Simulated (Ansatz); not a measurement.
# Cs5Yb: the cost of one run

Method: DFT PBE, scalar-relativistic, plane waves, PAW, in Ansatz 0.2.0.

### 1 The structure to begin with

Symmetry: P6/mmm, No. 191, hexagonal system. Conventional cell: a = 7.641 Å, b = 7.641 Å, c = 6.055 Å, α = 90.00°, β = 90.00°, γ = 120.00°. Cs (site symmetry -6m2) is surrounded by 6 Cs at 3.75 Å. Cs (site symmetry mmm) has 8 Cs at 3.75 to 3.82 Å as nearest neighbours. Yb (site symmetry 6/mmm) is surrounded by 6 Cs at 4.41 Å.

Coordinates:

```
Cs Yb
1.0
     7.64104    0.00000    0.00000
    -3.82052    6.61733    0.00000
     0.00000    0.00000    6.05539
Cs Yb
5 1
Direct
  0.33333 0.66667 0.00000
  0.66667 0.33333 0.00000
  0.50000 0.00000 0.50000
  0.50000 0.50000 0.50000
  0.00000 0.50000 0.50000
  0.00000 0.00000 0.00000
```

The cell is invented: species swapped into a database cell of SmCo5 (P6/mmm, No. 191), with Yb on the Sm sites and Cs on the Co sites. Its size is a rough estimate.

### 2 A first look at the guess

input.yaml reads:

```yaml
crystal:
  lattice:
    - [7.64103768, 0.0, 0.0]
    - [-3.82051884, 6.61733274, 0.0]
    - [0.0, 0.0, 6.05539258]
  atoms:
    - { symbol: Cs, position: [0.33333333, 0.66666667, 0.0] }
    - { symbol: Cs, position: [0.66666667, 0.33333333, 0.0] }
    - { symbol: Cs, position: [0.5, 0.0, 0.5] }
    - { symbol: Cs, position: [0.5, 0.5, 0.5] }
    - { symbol: Cs, position: [0.0, 0.5, 0.5] }
    - { symbol: Yb, position: [0.0, 0.0, 0.0] }
basis:
  ecutwfc: 420
kpoints:
  mp_grid: { grid: [3, 3, 4] }
hamiltonian:
  xc: pbe
scf:
  occupations: { method: gaussian, width: 0.1 }
  lower_state_search: "off"
output:
  forces: true
  stress: true
  eigenvalues: true
```

Started as:

```sh
$ ansatz run input.yaml --threads 1 --pin off --max-ram 2560MiB --backend cpu --events-out ev --progress --plain --runs-dir out
```

**Question.** How long does this run take on 1 thread of Arm Neoverse V1, shared host, and how much memory does it need?

About 13 s, with a peak of 0.54 GiB.
